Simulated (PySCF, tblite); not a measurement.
# C₇H₁₀BFO: geometry, infrared bands and NMR shifts

What infrared bands and NMR shifts should C₇H₁₀BFO (`CC(C)c1ccoc1BF`) show?

Programs: tblite 0.8.0 and PySCF 2.14.0, with density-fitted response routines of our own. Each step states its level of theory. These are calculated values for one molecule in the gas phase, unless marked as measured. Atoms are numbered from 0 throughout.

### Step 1. Starting geometry

20 atoms, charge 0, multiplicity 1; geometry from: force field or distance geometry start.

Bonds of the start (Å): C0–C1 1.48, C1–C2 1.51, C1–C3 1.48, C3–C4 1.40, C4–C5 1.39, C5–O6 1.32, O6–C7 1.31, C7–B8 1.57, B8–F9 1.45, C7–C3 1.38, C0–H10 1.11, C0–H11 1.11, C0–H12 1.14, C1–H13 1.13, C2–H14 1.10, C2–H15 1.11, C2–H16 1.13, C4–H17 1.07, C5–H18 1.08, B8–H19 1.21.

### Step 2. Geometry optimisation with GFN2-xTB

The job: settings as JSON, then the geometry in Å.

```
{"job": {"kind": "relax", "xc": "GFN2-xTB", "basis": "xTB"}, "charge": 0, "multiplicity": 1}
C     -1.669700     0.185200    -1.189000
C     -0.896500     0.096600     0.069100
C     -1.552100    -0.888700     1.000600
C      0.551100    -0.148100    -0.142700
C      1.190700    -1.388400    -0.217300
C      2.546700    -1.143700    -0.429600
O      2.711500     0.163700    -0.458700
C      1.569500     0.775200    -0.282800
B      1.437100     2.336000    -0.271800
F      0.149600     2.956900    -0.513600
H     -1.490700    -0.641500    -1.900200
H     -1.586300     1.157400    -1.720100
H     -2.772800     0.081400    -0.901300
H     -0.967800     1.103200     0.570700
H     -1.190600    -0.831100     2.041400
H     -1.602000    -1.925700     0.621000
H     -2.631800    -0.553500     1.069900
H      0.737300    -2.357000    -0.154300
H      3.327100    -1.888200    -0.533500
H      2.134500     2.921000     0.519800
```

The run is started by

```sh
OMP_NUM_THREADS=1 python probes_run.py task.json out
```

The driver reads the jobs from task.json and runs them one after another.

**Question.** This job is followed by: GFN2-xTB harmonic vibrations, gas phase; GIAO PBE0/pcSseg-1 NMR shielding, non-relativistic, gas phase. What will the session give for the following? strongest single infrared mode (GFN2-xTB); zero-point energy (GFN2-xTB); ¹³C shifts against TMS (PBE0/pcSseg-1, means over atoms taken as alike); ¹H shifts against TMS (PBE0/pcSseg-1, means over atoms taken as alike); ¹⁷O shifts against H2O (PBE0/pcSseg-1); ¹¹B shifts against BF3·OEt2 (PBE0/pcSseg-1); ¹⁹F shifts against CFCl3 (PBE0/pcSseg-1).

**Answer**, as computed:

| quantity | value |
| --- | --- |
| strongest single infrared mode (GFN2-xTB) | 1285 cm⁻¹, 197 km/mol |
| zero-point energy (GFN2-xTB) | 98.6 kcal/mol |
| ¹³C shifts against TMS (PBE0/pcSseg-1, means over atoms taken as alike) | 163.4, 159.9, 157.6, 115.8, 28.9, 26.7 ppm |
| ¹H shifts against TMS (PBE0/pcSseg-1, means over atoms taken as alike) | 7.80, 6.77, 5.53, 3.77, 1.31 ppm |
| ¹⁷O shifts against H2O (PBE0/pcSseg-1) | 319.8 ppm |
| ¹¹B shifts against BF3·OEt2 (PBE0/pcSseg-1) | 40.6 ppm |
| ¹⁹F shifts against CFCl3 (PBE0/pcSseg-1) | -64.9 ppm |

**Reading.** Relaxing lowered the energy by 1.067 eV in 74 steps; the close pair that moved most is B8–F9, from 1.450 to 1.325 Å. The lowest mode is slightly imaginary (8i cm⁻¹), a soft motion within the noise of the Hessian, so the minimum is not strictly shown. The strongest single mode, at 1285 cm⁻¹, has its largest shares on B8, H13 and C7 (the list is cut at 3 atoms). GFN2-xTB is a fitted tight-binding method: band positions and strengths are rough. Its intensities can rank the bands wrongly. At PBE0/pcSseg-1: Shielding is most anisotropic at F9 (span 458 ppm, paramagnetic term -236 ppm). NICS(1)zz of -26 ppm above the planar ring from C3 marks a diatropic (aromatic) ring current.
